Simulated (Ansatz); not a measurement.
**Si2F6 (hexafluorodisilane) at B3LYP/6-31G(d) (Cartesian functions)**

What is the vertical ionisation energy of Si2F6 (hexafluorodisilane) at B3LYP/6-31G* (Cartesian functions)? 

The calculation is run with Ansatz 0.2.0.

19 further runs of the same task are left out: 19 set aside as unsound or not needed. Runs told in other sessions of the task aren't counted.

## (1) The structure to begin with

The species is Si2F6 (8 atoms), meant as a singlet with charge 0. As SMILES, `F[Si](F)(F)[Si](F)(F)F`. Geometry: relaxed at PBE0-D4/def2-TZVP.

Bond lengths: F1–Si2 1.574 Å, Si2–F3 1.574 Å, Si2–F4 1.574 Å, Si2–Si5 2.330 Å, Si5–F6 1.574 Å, Si5–F7 1.574 Å, Si5–F8 1.574 Å. Some angles: F1–Si2–F3 108.3°, F1–Si2–F4 108.3°, F1–Si2–Si5 110.6°, F3–Si2–F4 108.3°, F3–Si2–Si5 110.6°, F4–Si2–Si5 110.6°, Si2–Si5–F6 110.6°, Si2–Si5–F7 110.6°, Si2–Si5–F8 110.6°, F6–Si5–F7 108.3°.

## (2) The energy at B3LYP/6-31G(d) (Cartesian functions)

The input, run.yaml:

```yaml
crystal:
  periodic: [false, false, false]
  atoms:
    - {symbol: F, position_ang: [0.360870, -1.835490, 1.275760]}
    - {symbol: Si, position_ang: [0.788530, -0.848100, 0.126890]}
    - {symbol: F, position_ang: [0.934470, -1.673030, -1.205730]}
    - {symbol: F, position_ang: [2.195680, -0.244350, 0.491690]}
    - {symbol: Si, position_ang: [-0.788750, 0.847840, -0.127190]}
    - {symbol: F, position_ang: [-0.943620, 1.663720, 1.209990]}
    - {symbol: F, position_ang: [-0.353860, 1.843300, -1.266340]}
    - {symbol: F, position_ang: [-2.193320, 0.246130, -0.505090]}
basis:
  gaussian: {orbitals: "6-31G*"}
hamiltonian: {xc: {name: B3LYP}}
magnetization: {spin_polarized: false, initial_magnetization: 0}
output: {orbitals: {seedname: orbitals}}
accuracy: high
```

The run is started by

```bash
$ ansatz run run.yaml --threads 1 --pin off --max-ram 3480MiB --events-out events.jsonl --progress --plain --runs-dir runs
```

The log of the run:

```text
Warning: RAYON_NUM_THREADS=1 ignored (pool sized by the plan → 1); use --threads N
Functional definition: B3LYP
  name "B3LYP"
  parameter a0 = 0.2
  parameter ax = 0.72
  parameter ac = 0.81
  exchange = (1 - a0 - ax)*slater_x + ax*b88_x + a0*exact_x
  correlation = (1 - ac)*vwn_rpa_c + ac*lyp_c
2633 factors; integrals over basis functions are off by at most 3.1e-9 eV
mean field evaluation 1: about -32059.6587 eV, gradient 6.8e1 eV
mean field evaluation 2: about -32049.7836 eV, gradient 1.1e2 eV
mean field evaluation 4: about -32066.1462 eV, gradient 6.0e-1 eV
mean field evaluation 8: about -32066.2639 eV, gradient 1.7e-2 eV
mean field evaluation 16: about -32066.2639 eV, gradient 2.2e-6 eV
mean field -32066.26392172 eV, -1178.4134638287 hartree, gradient 7.7e-8 eV, S^2 0.000000; 0 other end points of the search recorded, 0 dependent functions left out
reference -32066.26396582 eV, -1178.4134654494 hartree; 41, 41 occupied and 87, 87 virtual orbitals, 2633 factors
Total energy: -32066.26396582 eV, -1178.4134654494 hartree
```

Wall time 8.7 s (1 thread of Intel Xeon 6975P-C (Granite Rapids), shared host); peak memory 0.58 GiB.

## (3) The doublet cation, same level

The input, in.yaml:

```yaml
crystal:
  periodic: [false, false, false]
  atoms:
    - {symbol: F, position_ang: [0.360870, -1.835490, 1.275760]}
    - {symbol: Si, position_ang: [0.788530, -0.848100, 0.126890]}
    - {symbol: F, position_ang: [0.934470, -1.673030, -1.205730]}
    - {symbol: F, position_ang: [2.195680, -0.244350, 0.491690]}
    - {symbol: Si, position_ang: [-0.788750, 0.847840, -0.127190]}
    - {symbol: F, position_ang: [-0.943620, 1.663720, 1.209990]}
    - {symbol: F, position_ang: [-0.353860, 1.843300, -1.266340]}
    - {symbol: F, position_ang: [-2.193320, 0.246130, -0.505090]}
basis:
  gaussian: {orbitals: "6-31G*"}
total_charge: 1
magnetization: {spin_polarized: true, initial_magnetization: 1}
hamiltonian: {xc: {name: B3LYP}}
accuracy: high
output: {orbitals: {seedname: orbitals}}
```

The run is started by

```bash
$ ansatz run in.yaml --threads 1 --pin off --max-ram 3480MiB --events-out events.jsonl --progress --plain --runs-dir runs
```

The log of the run (excerpt; [...] marks lines left out):

```text
Warning: RAYON_NUM_THREADS=1 ignored (pool sized by the plan → 1); use --threads N
[... 7 set-up lines as earlier in the session ...]
2633 factors; integrals over basis functions are off by at most 3.1e-9 eV
mean field evaluation 1: about -32039.6162 eV, gradient 6.8e1 eV
mean field evaluation 2: about -31997.1399 eV, gradient 1.3e2 eV
mean field evaluation 4: about -32053.6339 eV, gradient 3.2e0 eV
mean field evaluation 8: about -32053.7952 eV, gradient 2.8e-1 eV
mean field evaluation 16: about -32053.7955 eV, gradient 2.2e-4 eV
mean field -32053.79545476 eV, -1177.9552561194 hartree, gradient 7.3e-8 eV, S^2 0.752785; 0 other end points of the search recorded, 0 dependent functions left out
reference -32053.79549853 eV, -1177.9552577280 hartree; 41, 40 occupied and 87, 88 virtual orbitals, 2633 factors
Total energy: -32053.79549853 eV, -1177.9552577280 hartree
```

Wall time 14 s (1 thread of Intel Xeon 6975P-C (Granite Rapids), shared host); peak memory 0.83 GiB.

## (4) Outcome

At B3LYP/6-31G* (Cartesian functions):

```
                                          quantity           value
                       singlet Si2F6: total energy  -1178.41347 Eh
                        singlet Si2F6: HOMO energy        -9.84 eV
                        singlet Si2F6: LUMO energy        -0.51 eV
                      singlet Si2F6: HOMO–LUMO gap         9.33 eV
                      doublet cation: total energy  -1177.95526 Eh
doublet cation: HOMO energy (highest over α and β)       -17.58 eV
 doublet cation: LUMO energy (lowest over α and β)       -15.04 eV
                              doublet cation: ⟨S²⟩           0.753
vertical ionisation energy (to the doublet cation)       12.468 eV
```

The vertical ionisation energy comes to 12.47 eV (288 kcal/mol). The negative HOMO energy of the first species, 9.84 eV, lies 2.63 eV below that difference.
